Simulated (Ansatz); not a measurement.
Crystal: NiMoIrPdW.

```xyz
10
Lattice="2.7708 0.0000 0.0000 -1.3854 2.3996 0.0000 0.0000 0.0000 22.0196" Properties=species:S:1:pos:R:3 pbc="T T T"
Ni    0.0000    1.5998   18.7345
Ni    1.3854    0.7999    3.2851
Mo    1.3854    0.7999   16.7479
Mo    0.0000    1.5998    5.2717
Pd    0.0000    1.5998    1.1734
Pd    1.3854    0.7999   20.8462
Ir    0.0000    1.5998   14.4948
Ir    1.3854    0.7999    7.5248
W     0.0000    1.5998    9.7807
W     1.3854    0.7999   12.2389
```

The cell was built by a generator and needn't be a form met in nature.

| Quantity | Value |
| --- | --- |
| Program | Ansatz 0.2.0 |
| Task | relaxation of cell and atoms |
| Functional | PBEsol |
| Potentials or basis | Ansatz PAW |
| Cutoff | 420 eV (not typed: the program's choice for these potentials) |
| k mesh | 8 × 8 × 1 |
| Occupations | fermi-dirac, width 0.05 eV |
| Spin | collinear spin, ferromagnetic start |
| Starting moments | [1.0, 1.0, 1.0, 1.0, 0.0, 0.0, 0.6, 0.6, 0.0, 0.0] μB |

At the start: volume 14.64 Å³/atom.

Question: How do energy, volume and symmetry change on relaxing?

Answer: It ends after 5 steps and the volume is 14.12 Å³/atom (-3.6 %); space group P-3m1 (No. 164, to 0.05 Å); moment 0.00 μB per cell.

The path:
```tsv
step	energy change (eV)	largest force (eV/Å)	volume (Å³)
1	0.0000	0.1552	146.41
2	-0.1496	0.0695	141.88
3	-0.1539	0.0288	141.14
4	-0.1541	0.0029	141.17
5	-0.1524	0.0030	141.17
```

Final structure:
```
CELL_PARAMETERS angstrom
2.73962 0.00000 0.00000
-1.36981 2.37258 0.00000
0.00000 0.00000 21.71903
ATOMIC_POSITIONS crystal
Ni 0.33333 0.66667 0.85218
Ni 0.66667 0.33333 0.14782
Mo 0.66667 0.33333 0.76170
Mo 0.33333 0.66667 0.23830
Pd 0.33333 0.66667 0.05273
Pd 0.66667 0.33333 0.94727
Ir 0.33333 0.66667 0.65901
Ir 0.66667 0.33333 0.34099
W 0.33333 0.66667 0.44384
W 0.66667 0.33333 0.55616
```

Caveat: the plane-wave basis is chosen anew once the cell has moved, so the energies of steps on either side of that aren't comparable; the PAW data sets come from PBE, with cores solved anew for the run's functional, which leaves a small shift of forces and pressure; the starting moments weren't kept.
